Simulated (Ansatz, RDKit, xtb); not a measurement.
# Isomers of C3H11NSSi, a sample narrowed down

Which of a sample of isomers of C3H11NSSi is the most stable in the gas at 298.15 K, and what are its properties? The sample is small against all isomers, and the most stable one of this formula need not be in it.

The funnel: GFN2-xTB relaxations, single points with a density functional, relaxations at r2SCAN-D4/def2-SVP, harmonic vibrations (at GFN2-xTB), and a last energy at a higher level. All values are calculated.

## 1. Candidates

Isomers were taken from a list of plausible structures; this is a sample, not all of them. That gives 8 candidates.

| label | SMILES | spin |
| --- | --- | --- |
| c197 | CC(C)N[SiH2]S | singlet |
| c386 | CC[Si@H](N)SC | singlet |
| c430 | CCN(C)[SiH2]S | singlet |
| c451 | CSCC[SiH2]N | singlet |
| c522 | CS[SiH2]N(C)C | singlet |
| c771 | CN(C)[Si@H](C)S | singlet |
| c894 | CCS[SiH2]NC | singlet |
| c899 | CS[Si](C)(C)N | singlet |

Candidates are built by distance geometry, with a force field where one applies, in up to four conformers (letters a to d).

**Question.** With final energies at CCSD(T)/def2-SVP + MP2/def2-TZVPP - MP2/def2-SVP, which structure will this search put lowest in free energy, and by what margin?

| quantity | value |
| --- | --- |
| lowest structure found | CS[Si](C)(C)N, singlet |
| next finalist | CC[Si@H](N)SC, singlet, 13.7 kcal/mol higher in G |
| share at equilibrium, among the finalists | 100.0 % |

The lowest structure found is `CS[Si](C)(C)N`. The margin of 13.7 kcal/mol over the next finalist is beyond the usual error of the last level; it says nothing of structures that weren't ranked. HF/STO-3G, r2SCAN-D4/def2-SVP, r2SCAN-D4/def2-SVP, relaxed, HF/def2-SVP and MP2/def2-SVP already put its bonding pattern lowest among the structures in one piece; GFN2-xTB favours the singlet CC(C)N[SiH2]S (c197c, not a finalist). 9 minima inside the window were never screened. The search is not exhaustive (a finite list of starts, one conformer a finalist), so a lower isomer can't be ruled out. Only 8 drawn patterns were tried, so whole families of isomers are missing, and the result ranks this sample alone. The lowest isomer need not be the one that is made and kept in a bottle, which depends on barriers.
